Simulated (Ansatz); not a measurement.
Predict the output of the script below (the Ansatz DFT code, driven from Python).

The script, `mg3zn_fdcheck.py`:
```python
"""Forces and pressure of Mg3Zn against finite differences of the energy, atoms off their sites."""

import ansatz as az
import numpy as np

vectors0 = np.array([
    [4.187, -0.04509, 0.12615],
    [-0.04509, 4.33285, 0.10841],
    [0.12615, 0.10841, 4.3011],
])
sites = [
    ("Mg", [0.49945, 0.49983, 0.9967]),
    ("Mg", [0.50407, 0.9975, 0.48797]),
    ("Mg", [0.00248, 0.49746, 0.4995]),
    ("Zn", [0.99607, 0.99995, 0.99803]),
]


def build(cell):
    crystal = az.Crystal(lattice=az.Lattice.of(cell))
    for symbol, position in sites:
        crystal = crystal.atom(symbol, position)
    return crystal

def solve(crystal):
    return (
        crystal.calculation()
        .functional(az.Functional.PBESOL)
        .occupations(az.OccupationsMethod.FERMI_DIRAC, width=0.1)
        .basis(540, xc_grid=2)
        .kpoints(4, 4, 4)
        .scf(tolerance=1e-09)
        .forces()
        .stress()
        .run(threads=1)
    ).report


centre = solve(build(vectors0))
start = build(vectors0)
# move one atom both ways along a Cartesian axis
print(f"force on atom 1 along y: analytic {centre['forces_ev_ang'][1][1]:.4f} eV/A")
for h in (0.005, 0.02):
    shift = np.eye(3)[1] * h @ np.linalg.inv(vectors0)
    plus, minus = (solve(start.move(1, to=np.array(sites[1][1]) + sign * shift))["lagrangian_ev"] for sign in (1, -1))
    print(f"  step {h} A: numerical {-(plus - minus) / (2 * h):.4f} eV/A")
# P = -dF/dV; the difference feels the change of the plane-wave count with the cell
volume = abs(np.linalg.det(vectors0))
larger, smaller = (solve(build(vectors0 * (1 + sign * 0.005) ** (1 / 3)))["lagrangian_ev"] for sign in (1, -1))
numerical = -(larger - smaller) / (0.01 * volume) * 160.21766
print(f"pressure: analytic {np.trace(centre['stress_gpa']) / 3:.3f}, numerical {numerical:.3f} GPa")
```

```console
$ python mg3zn_fdcheck.py
DeckWarning: output.stress: scf.convergence.dr2_threshold = 1e-9 eV is looser than the 4e-10 eV advised for a printed stress (1e-10 eV for each atom of the cell: 4). What an SCF threshold leaves in a [...]
force on atom 1 along y: analytic 0.0078 eV/A
  step 0.005 A: numerical 0.0078 eV/A
  step 0.02 A: numerical 0.0078 eV/A
pressure: analytic 0.833, numerical 0.834 GPa
```
(Warnings from the package without file and line, shortened.)

What to keep in mind:
- For a metal this k-point mesh is coarse: on a finer one energies can move by several to tens of meV an atom and pressures by half a GPa or more, differences at one mesh by less.
- Pressure is positive in compression.
- The cell is a database structure, distorted on purpose.
- The central difference errs as the square of the step, so the shorter step is the fairer test; what remains comes from the finite grid and the SCF threshold.
- Run time: 76 s on 1 thread of Arm Neoverse V2 (shared host), peak memory 0.44 GiB.
